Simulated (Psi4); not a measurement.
# ZnHCl (SMILES [Cl][ZnH]): levels of theory compared

Wanted: a comparison of 4 runs (HF/3-21G, TPSS/def2-SVP, BLYP/6-31G**, QCISD/def2-SVP) of ZnHCl. 

The results are computed with Psi4 1.11.

2 further runs of the same task are left out: 1 that didn't finish, 1 set aside as unsound or not needed.

### Step 1. The structure to begin with

The species is ZnHCl (3 atoms), meant as a singlet with charge 0. SMILES: `[Cl][ZnH]`. The coordinates come from a PBE0-D4/def2-TZVP relaxation.

Bond lengths: Cl1–Zn2 2.102 Å, Zn2–H3 1.520 Å. Angles: Cl1–Zn2–H3 180.0°.

### Step 2. Energy and forces at HF/3-21G (run 1)

The input, job.inp:

```
memory 1600 MB

molecule {
  Cl     1.621600    -0.593300     0.815700
  Zn    -0.168900     0.036300    -0.087800
  H     -1.463600     0.492300    -0.741100
  symmetry c1
}

set {
  basis         3-21G
  reference     rhf
  puream        true
  e_convergence 1e-09
  d_convergence 1e-08
  scf_type      pk
}

energy_value, wavefunction = gradient("hf", return_wfn=True)
```

Run with:

```
psi4 job.inp job.out -n 1
```

job.out:

```text
[...]
  Running in c1 symmetry.
[...]
  Nuclear repulsion =  141.315874602405017
[...]
  Multiplicity = 1
[...]
  Nalpha       = 24
  Nbeta        = 24
[...]
    Number of basis functions: 42
[...]
   @RHF iter   1: -2225.50452970587503   -2.60322e+00   6.83801e-02 DIIS/ADIIS
[...]
   @RHF iter  12: -2226.90038141203604   -1.36424e-12   9.72332e-10 DIIS
[...]
  @RHF Final Energy: -2226.90038141203604
   => Energetics <=
    Nuclear Repulsion Energy =            141.3158746024050174
    One-Electron Energy =               -3389.6898005905050013
    Two-Electron Energy =                1021.4735445760637731
    Total Energy =                      -2226.9003814120360403
[...]
 Multipole Moments:
 ------------------------------------------------------------------------------------
     Multipole            Electronic (a.u.)      Nuclear  (a.u.)        Total (a.u.)
 ------------------------------------------------------------------------------------
 L = 1.  Multiply by 2.5417464519 to convert [e a0] to [Debye]
 Dipole X            :         -0.3450827           -0.6588061           -1.0038888
 Dipole Y            :          0.1070448            0.2075821            0.3146270
 Dipole Z            :         -0.0000000            0.0000000           -0.0000000
 Magnitude           :                                                    1.0520375
[...]
  -Total Gradient:
     Atom            X                  Y                   Z
    ------   -----------------  -----------------  -----------------
       1       -0.030276227004     0.009506678850     0.000000000001
       2        0.022569328898    -0.007083180594    -0.000000000001
       3        0.007706898061    -0.002423498249    -0.000000000000
[...]
```

Wall time 2.5 s (1 thread of Intel Xeon Platinum 8259CL at 2.50GHz (Skylake/Cascade Lake), shared host); peak memory 0.2 GiB.

### Step 3. Energy and forces at TPSS/def2-SVP (run 2)

The input, job.in:

```
memory 1.6 GB

molecule {
  0 1
  Cl     1.621600    -0.593300     0.815700
  Zn    -0.168900     0.036300    -0.087800
  H     -1.463600     0.492300    -0.741100
  symmetry c1
  no_reorient
  no_com
}

set basis def2-SVP
set reference rks
set puream true
set e_convergence 1e-09
set d_convergence 1e-08
set scf_type pk
set dft_radial_points 99
set dft_spherical_points 590

energy_value, wavefunction = gradient("tpss", return_wfn=True)
```

Run with:

```
psi4 -i job.in -o job.out -n 1
```

job.out:

```text
[...]
  Running in c1 symmetry.
[...]
  Nuclear repulsion =  141.315874602405017
[...]
  Multiplicity = 1
[...]
  Nalpha       = 24
  Nbeta        = 24
[...]
    Number of basis functions: 54
[...]
   @RKS iter   1: -2237.83616886517711   -8.67648e-01   4.27132e-02 DIIS/ADIIS
[...]
   @RKS iter  13: -2239.86166369991088    0.00000e+00   4.87323e-10 DIIS
[...]
    Orbital Energies [Eh]
    ---------------------
    Doubly Occupied:
       1A   -346.357192     2A   -100.934741     3A    -41.830107
       4A    -36.838234     5A    -36.838234     6A    -36.837010
       7A     -9.208706     8A     -6.992566     9A     -6.986555
      10A     -6.986555    11A     -4.695599    12A     -3.105460
      13A     -3.105460    14A     -3.104102    15A     -0.723680
      16A     -0.457632    17A     -0.436275    18A     -0.436275
      19A     -0.433243    20A     -0.433242    21A     -0.328919
      22A     -0.293188    23A     -0.264424    24A     -0.264424
[...]
  @RKS Final Energy: -2239.86166369991088
   => Energetics <=
    Nuclear Repulsion Energy =            141.3158746024050174
    One-Electron Energy =               -3398.8769502622199070
    Two-Electron Energy =                1117.4849796703156244
    DFT Exchange-Correlation Energy =     -99.7855677104117973
    Empirical Dispersion Energy =           0.0000000000000000
    VV10 Nonlocal Energy =                  0.0000000000000000
    Total Energy =                      -2239.8616636999108778
[...]
  -Total Gradient:
     Atom            X                  Y                   Z
    ------   -----------------  -----------------  -----------------
       1       -0.003989506064     0.001409529749    -0.002012995000
       2        0.003310580225    -0.001179674853     0.001670217523
       3        0.000685613080    -0.000232222017     0.000346151570
[...]
```

Run time: 18 s. Hardware: 1 thread of Intel Xeon Platinum 8259CL at 2.50GHz (Skylake/Cascade Lake), shared host; peak memory 0.71 GiB.

Run 3 isn't shown in full; the table further down has it.

### Step 4. The energy at QCISD/def2-SVP (density fitting) (run 4)

The input, clhzn.xyz:

```xyz
3
ClHZn
Cl     1.621600    -0.593300     0.815700
Zn    -0.168900     0.036300    -0.087800
H     -1.463600     0.492300    -0.741100
```

The input, run_ase.py:

```python
import numpy as np
from ase.calculators.psi4 import Psi4
from ase.io import read

atoms = read('clhzn.xyz')
calc = Psi4(atoms=atoms, method='qcisd', basis='def2-SVP', memory='1600MB', num_threads=1, charge=0, multiplicity=1, label='psi4-calc')
calc.psi4.set_options({'scf_type': 'df'})
atoms.calc = calc

print(f'energy: {atoms.get_potential_energy():.6f} eV')
```

Run with:

```
python run_ase.py
```

psi4-calc.dat:

```text
[...]
  Running in c1 symmetry.
[...]
  Nuclear repulsion =  141.315874602405017
[...]
  Multiplicity = 1
[...]
  Nalpha       = 24
  Nbeta        = 24
[...]
    Number of basis functions: 54
[...]
   @DF-RHF iter   1: -2236.04648537201865   -2.66092e+00   3.80568e-02 ADIIS/DIIS
[...]
   @DF-RHF iter  12: -2237.53942100876657   -2.72848e-12   3.49518e-09 DIIS
[...]
  @DF-RHF Final Energy: -2237.53942100876657
   => Energetics <=
    Nuclear Repulsion Energy =            141.3158746024050174
    One-Electron Energy =               -3401.0082034575252692
    Two-Electron Energy =                1022.1529078463538553
    Total Energy =                      -2237.5394210087661122
[...]
 Multipole Moments:
 ------------------------------------------------------------------------------------
     Multipole            Electronic (a.u.)      Nuclear  (a.u.)        Total (a.u.)
 ------------------------------------------------------------------------------------
 L = 1.  Multiply by 2.5417464519 to convert [e a0] to [Debye]
 Dipole X            :         -0.0924160           -0.5881823           -0.6805983
 Dipole Y            :          0.0312004            0.2075459            0.2387463
 Dipole Z            :         -0.0466610           -0.2967862           -0.3434472
 Magnitude           :                                                    0.7988553
[...]
      * MP2 total energy:                  -2238.054646685986
[...]
      * MP3 total energy:                  -2238.029193207060
[...]
      * QCISD total energy:                -2238.047897958916
[...]
```

Standard output:

```text
energy: -60900.385292 eV
```

Wall time 7.5 s (1 thread of Intel Xeon Platinum 8259CL at 2.50GHz (Skylake/Cascade Lake), shared host); peak memory 0.27 GiB.

### Step 5. All runs side by side

```
run                               level         integration grid      task   energy (Eh)  dipole moment (D)  HOMO energy (eV)  LUMO energy (eV)  wall time
  1                            HF/3-21G                        –  gradient  -2226.900381               2.67            -12.06              1.44      2.5 s
  2                       TPSS/def2-SVP  99 radial × 590 angular  gradient  -2239.861664               1.73             -7.20             -0.81       18 s
  3  BLYP/6-31G** (spherical functions)  99 radial × 590 angular    energy  -2239.943074               1.77             -7.21             -1.16      6.6 s
  4    QCISD/def2-SVP (density fitting)                        –    energy  -2238.047898                  –            -11.77              2.27      7.5 s
```

### Step 6. Outcome

| quantity | value |
| --- | --- |
| run 4: total energy | -2238.04790 Eh |
| run 4: HOMO energy (Hartree–Fock orbitals) | -11.77 eV |
| run 4: LUMO energy (Hartree–Fock orbitals) | 2.27 eV |
| run 4: HOMO–LUMO gap (Hartree–Fock orbitals) | 14.04 eV |
| run 4: correlation energy | -508.5 mEh |
| run 4: T1 diagnostic | 0.009 |

What this shows: Over runs 1, 2, 3 the dipole moment (its size) runs from 1.73 D (TPSS/def2-SVP) to 2.67 D (HF/3-21G). The two ends differ in method and basis. Over runs 1, 2, 3 the HOMO–LUMO gap runs from 6.05 eV (BLYP/6-31G**) to 13.50 eV (HF/3-21G). Totals of different functionals can't be ranked against each other. All runs together took 35 s, the longest 18 s.
